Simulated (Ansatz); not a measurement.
# PBE0/6-31G(d) (spherical functions) run of CH7GaSi (SMILES [CH3][GaH][SiH3])

Aim: the vertical singlet–triplet gap of CH7GaSi at PBE0/6-31G* (spherical functions), from 2 runs. 

The calculation is run with Ansatz 0.2.0.

71 further runs of the same task are left out: 71 set aside as unsound or not needed.

## Step 1: The molecule

CH7GaSi has 10 atoms, charge 0, and is taken as a singlet. SMILES: `[CH3][GaH][SiH3]`. The coordinates come from a PBE0-D4/def2-TZVP relaxation.

Bond lengths: C1–Ga2 1.971 Å, Ga2–Si3 2.419 Å, C1–H4 1.090 Å, C1–H5 1.094 Å, C1–H6 1.093 Å, Ga2–H7 1.578 Å, Si3–H8 1.492 Å, Si3–H9 1.489 Å, Si3–H10 1.492 Å. Some angles: C1–Ga2–Si3 120.8°, C1–Ga2–H7 118.1°, Si3–Ga2–H7 121.0°, Ga2–C1–H4 113.1°, Ga2–C1–H5 109.2°, Ga2–C1–H6 110.1°, Ga2–Si3–H8 110.2°, Ga2–Si3–H9 114.2°, Ga2–Si3–H10 110.2°, H4–C1–H5 108.5°.

## Step 2: The energy at PBE0/6-31G(d) (spherical functions)

job.yaml reads:

```yaml
crystal:
  periodic: [false, false, false]
  atoms:
    - symbol: C
      position_ang: [-1.123300, 1.394100, -0.619200]
    - symbol: Ga
      position_ang: [0.561500, 0.659300, 0.093300]
    - symbol: Si
      position_ang: [0.786700, -1.705300, 0.550700]
    - symbol: H
      position_ang: [-1.924300, 0.656600, -0.670400]
    - symbol: H
      position_ang: [-0.947000, 1.785400, -1.626000]
    - symbol: H
      position_ang: [-1.454200, 2.236500, -0.005700]
    - symbol: H
      position_ang: [1.759600, 1.654600, 0.346000]
    - symbol: H
      position_ang: [0.531000, -2.496200, -0.688800]
    - symbol: H
      position_ang: [2.125000, -2.100900, 1.069700]
    - symbol: H
      position_ang: [-0.231700, -2.135100, 1.553300]
basis:
  gaussian: {orbitals: 6-31G_st_-spherical.json}
hamiltonian: {xc: pbe0}
accuracy: high
output: {orbitals: {seedname: orbitals}}
```

The basis set 6-31G* is read from a file made from the Basis Set Exchange's data (not shown).

Command:

```
$ ansatz run job.yaml --threads 1 --pin off --max-ram 3480MiB --events-out events.jsonl --progress --plain --runs-dir runs
```

Output:

```text
Warning: RAYON_NUM_THREADS=1 ignored (pool sized by the plan → 1); use --threads N
Functional definition: PBE0
  name "PBE0"
  parameter a = 0.25
  parameter kappa = 0.804
  parameter beta = 0.06672455060314922
  exchange = (1 - a)*pbe_x(kappa = kappa, mu = beta*pi^2/3) + a*exact_x
  correlation = pbe_c(beta = beta)
1761 factors; integrals over basis functions are off by at most 7.4e-9 eV
mean field evaluation 1: about -61382.1835 eV, gradient 4.3e1 eV
mean field evaluation 2: about -61380.0441 eV, gradient 5.1e1 eV
mean field evaluation 4: about -61386.4131 eV, gradient 1.2e0 eV
mean field evaluation 8: about -61386.5770 eV, gradient 3.1e-2 eV
mean field evaluation 16: about -61386.5771 eV, gradient 1.1e-6 eV
mean field -61386.57705836 eV, -2255.9150975784 hartree, gradient 4.2e-8 eV, S^2 0.000000; 0 other end points of the search recorded, 0 dependent functions left out
reference -61386.57706203 eV, -2255.9150977131 hartree; 29, 29 occupied and 49, 49 virtual orbitals, 1761 factors
Total energy: -61386.57706203 eV, -2255.9150977131 hartree
```

It took 9.3 s on 1 thread of Arm Neoverse V1, shared host; peak memory 0.27 GiB.

## Step 3: The triplet, same level

molecule.yaml reads:

```yaml
crystal:
  periodic: [false, false, false]
  atoms:
    - {symbol: C, position_ang: [-1.123300, 1.394100, -0.619200]}
    - {symbol: Ga, position_ang: [0.561500, 0.659300, 0.093300]}
    - {symbol: Si, position_ang: [0.786700, -1.705300, 0.550700]}
    - {symbol: H, position_ang: [-1.924300, 0.656600, -0.670400]}
    - {symbol: H, position_ang: [-0.947000, 1.785400, -1.626000]}
    - {symbol: H, position_ang: [-1.454200, 2.236500, -0.005700]}
    - {symbol: H, position_ang: [1.759600, 1.654600, 0.346000]}
    - {symbol: H, position_ang: [0.531000, -2.496200, -0.688800]}
    - {symbol: H, position_ang: [2.125000, -2.100900, 1.069700]}
    - {symbol: H, position_ang: [-0.231700, -2.135100, 1.553300]}
basis:
  gaussian:
    orbitals: 6-31G_st_-spherical.json
magnetization:
  spin_polarized: true
  initial_magnetization: 2
hamiltonian:
  xc: pbe0
accuracy: high
output: {orbitals: {seedname: orbitals}}
```

The basis set 6-31G* is read from a file made from the Basis Set Exchange's data (not shown).

Command:

```
$ ansatz run molecule.yaml --threads 1 --pin off --max-ram 3480MiB --events-out events.jsonl --progress --plain --runs-dir runs
```

Output:

```text
Warning: RAYON_NUM_THREADS=1 ignored (pool sized by the plan → 1); use --threads N
Functional definition: PBE0
  name "PBE0"
  parameter a = 0.25
  parameter kappa = 0.804
  parameter beta = 0.06672455060314922
  exchange = (1 - a)*pbe_x(kappa = kappa, mu = beta*pi^2/3) + a*exact_x
  correlation = pbe_c(beta = beta)
1761 factors; integrals over basis functions are off by at most 7.4e-9 eV
mean field evaluation 1: about -61378.3943 eV, gradient 3.0e1 eV
mean field evaluation 2: about -61370.8904 eV, gradient 4.3e1 eV
mean field evaluation 4: about -61382.6488 eV, gradient 2.8e0 eV
mean field evaluation 8: about -61382.8668 eV, gradient 2.5e-1 eV
mean field evaluation 16: about -61382.8683 eV, gradient 2.8e-3 eV
mean field evaluation 32: about -61382.8683 eV, gradient 5.3e-8 eV
mean field -61382.86826998 eV, -2255.7788021193 hartree, gradient 5.3e-8 eV, S^2 2.002978; 2 other end points of the search recorded, 0 dependent functions left out
reference -61382.86827425 eV, -2255.7788022763 hartree; 30, 28 occupied and 48, 50 virtual orbitals, 1761 factors
Total energy: -61382.86827425 eV, -2255.7788022763 hartree
```

Wall time 23 s (1 thread of Arm Neoverse V1, shared host); peak memory 0.42 GiB.

## Step 4: What came out

At PBE0/6-31G* (spherical functions):

```
                                        quantity           value
                           singlet: total energy  -2255.91510 Eh
                            singlet: HOMO energy        -7.26 eV
                            singlet: LUMO energy        -1.66 eV
                          singlet: HOMO–LUMO gap         5.60 eV
                           triplet: total energy  -2255.77880 Eh
     triplet: HOMO energy (highest over α and β)        -3.71 eV
                                   triplet: ⟨S²⟩           2.003
vertical energy of the triplet above the singlet        3.709 eV
```

**Reading.** At this shape the triplet lies 3.71 eV (86 kcal/mol) above the singlet.
